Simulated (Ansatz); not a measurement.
# CCSD(T)/6-31+G(d) (density fitting with def2-universal-jkfit, def2-SVP-rifit for correlation, Cartesian functions) run of C3H4BNS (SMILES CB1N=C=CS1)

Aim: the energy difference between two shapes of C3H4BNS at CCSD(T)/6-31+G* (density fitting with def2-universal-jkfit, def2-SVP-rifit for correlation, Cartesian functions), from 2 runs. 

Program for the calculation: Ansatz 0.2.0.

## (1) The molecule

C3H4BNS: 10 atoms, total charge 0, spin state singlet. SMILES: `CB1N=C=CS1`. The coordinates come from a PBE0-D4/def2-TZVP relaxation.

Bond lengths: C1–B2 1.559 Å, B2–N3 1.470 Å, N3–C4 1.233 Å, C4–C5 1.312 Å, B2–S6 1.864 Å, C5–S6 1.789 Å, C1–H7 1.094 Å, C1–H8 1.094 Å, C1–H9 1.092 Å, C5–H10 1.071 Å. Some angles: C1–B2–N3 124.9°, C1–B2–S6 123.4°, N3–B2–S6 111.7°, B2–N3–C4 92.5°, N3–C4–C5 152.2°, C4–C5–S6 92.7°, B2–S6–C5 90.9°, B2–C1–H7 110.6°, B2–C1–H8 110.6°, B2–C1–H9 112.2°.

## (2) The energy at CCSD(T)/6-31+G(d) (density fitting with def2-universal-jkfit, def2-SVP-rifit for correlation, Cartesian functions)

run.yaml reads:

```yaml
crystal:
  periodic: [false, false, false]
  atoms:
    - {symbol: C, position_ang: [-0.954000, -1.145700, 1.015900]}
    - {symbol: B, position_ang: [-0.094300, -0.248000, 0.075500]}
    - {symbol: "N", position_ang: [0.658100, -0.730200, -1.092200]}
    - {symbol: C, position_ang: [1.074000, 0.399500, -1.357900]}
    - {symbol: C, position_ang: [1.161700, 1.688200, -1.128200]}
    - {symbol: S, position_ang: [0.099600, 1.590800, 0.308600]}
    - {symbol: H, position_ang: [-0.338100, -1.927500, 1.469500]}
    - {symbol: H, position_ang: [-1.742200, -1.650700, 0.450100]}
    - {symbol: H, position_ang: [-1.423300, -0.571900, 1.818100]}
    - {symbol: H, position_ang: [1.641700, 2.544300, -1.556600]}
basis:
  gaussian:
    orbitals: 6-31+G_st_.json
    fitting:
      mean_field: def2-universal-jkfit
      correlation: def2-SVP-rifit.json
correlation:
  method: ccsd_t
accuracy: high
```

The basis set 6-31+G* is read from a file made from the Basis Set Exchange's data (not shown).

Started as:

```sh
ansatz run run.yaml --threads 1 --pin off --max-ram 2610MiB --events-out events.jsonl --progress --plain --runs-dir runs
```

Standard output (excerpt; [...] marks lines left out):

```text
Warning: RAYON_NUM_THREADS=1 ignored (pool sized by the plan → 1); use --threads N
Functional definition: HF
  name "HF"
[...]
577 factors; integrals over basis functions are off by at most 6.5e-2 eV
358 factors; integrals over basis functions are off by at most 1.0e1 eV
[...]
mean field -16123.32212437 eV, -592.5211592904 hartree, gradient 2.7e-8 eV, S^2 0.000000; 1 other end points of the search recorded, 0 dependent functions left out
10 core orbitals not correlated: weight in the atoms' cores, before any rotation towards them, 1.000 or more for the frozen orbitals, at most 0.000 for the correlated occupied ones
reference -16123.32212437 eV, -592.5211592904 hartree; 15, 15 occupied and 101, 101 virtual orbitals, 358 factors
second order -20.46825198 eV of doubles, -0.00000000 eV of singles
cycle   1  -20.56825795 eV  change   -1.0e-1 eV  update   1.4e-1
[...]
cycle  25  -21.42126549 eV  change   3.7e-10 eV  update   2.9e-9
perturbative correction -1.02082647 eV, -0.0375146809 hartree
Total energy: -16145.76421633 eV, -593.3458909581 hartree
```

It took 90 s on 1 thread of Intel Xeon at 2.50GHz (Skylake/Cascade Lake), shared host; peak memory 0.84 GiB.

## (3) The distorted shape

run.yaml reads:

```yaml
crystal:
  periodic: [false, false, false]
  atoms:
    - {symbol: C, position_ang: [-0.962597, -1.170033, 1.003434]}
    - {symbol: B, position_ang: [-0.083589, -0.243208, 0.061820]}
    - {symbol: "N", position_ang: [0.653050, -0.696087, -1.133313]}
    - {symbol: C, position_ang: [1.110570, 0.373960, -1.352986]}
    - {symbol: C, position_ang: [1.151317, 1.685974, -1.112925]}
    - {symbol: S, position_ang: [0.113716, 1.601848, 0.295264]}
    - {symbol: H, position_ang: [-0.325221, -1.911855, 1.474031]}
    - {symbol: H, position_ang: [-1.750956, -1.630169, 0.473249]}
    - {symbol: H, position_ang: [-1.429930, -0.597029, 1.821171]}
    - {symbol: H, position_ang: [1.636831, 2.577120, -1.564701]}
basis:
  gaussian:
    orbitals: 6-31+G_st_.json
    fitting:
      mean_field: def2-universal-jkfit
      correlation: def2-SVP-rifit.json
correlation:
  method: ccsd_t
accuracy: high
```

The basis set 6-31+G* is read from a file made from the Basis Set Exchange's data (not shown).

Started as:

```sh
ansatz run run.yaml --threads 1 --pin off --max-ram 2610MiB --events-out events.jsonl --progress --plain --runs-dir runs
```

Standard output (excerpt; [...] marks lines left out):

```text
Warning: RAYON_NUM_THREADS=1 ignored (pool sized by the plan → 1); use --threads N
Functional definition: HF
  name "HF"
[...]
577 factors; integrals over basis functions are off by at most 6.5e-2 eV
358 factors; integrals over basis functions are off by at most 1.0e1 eV
[...]
mean field -16123.13727434 eV, -592.5143661769 hartree, gradient 2.1e-8 eV, S^2 0.000000; 1 other end points of the search recorded, 0 dependent functions left out
10 core orbitals not correlated: weight in the atoms' cores, before any rotation towards them, 1.000 or more for the frozen orbitals, at most 0.000 for the correlated occupied ones
reference -16123.13727434 eV, -592.5143661769 hartree; 15, 15 occupied and 101, 101 virtual orbitals, 358 factors
second order -20.39759009 eV of doubles, -0.00000000 eV of singles
cycle   1  -20.52443155 eV  change   -1.3e-1 eV  update   1.4e-1
[...]
cycle  26  -21.36531702 eV  change   4.8e-10 eV  update   2.5e-9
perturbative correction -1.00793643 eV, -0.0370409806 hartree
Total energy: -16145.51052778 eV, -593.3365680760 hartree
```

Run time: 73 s. Hardware: 1 thread of Intel Xeon at 2.50GHz (Skylake/Cascade Lake), shared host; peak memory 0.84 GiB.

## (4) Summary of results

Level: CCSD(T)/6-31+G* (density fitting with def2-universal-jkfit, def2-SVP-rifit for correlation, Cartesian functions), 10 core orbitals frozen.

```
                                                     quantity          value
                                    first shape: total energy  -593.34589 Eh
    first shape: correlation energy (10 core orbitals frozen)     -824.7 mEh
                                  first shape: (T) correction     -37.51 mEh
                                   first shape: T1 diagnostic          0.020
                                distorted shape: total energy  -593.33657 Eh
distorted shape: correlation energy (10 core orbitals frozen)     -822.2 mEh
                              distorted shape: (T) correction     -37.04 mEh
                               distorted shape: T1 diagnostic          0.020
                       energy change with the atoms displaced       0.254 eV
```

With the atoms displaced the energy rises by 0.25 eV (24.5 kJ/mol). The first shape isn't relaxed at this level, so the change isn't measured from a minimum. The triples (first shape) make up 4.5 % of the correlation energy. The triples (distorted shape) make up 4.5 % of the correlation energy.
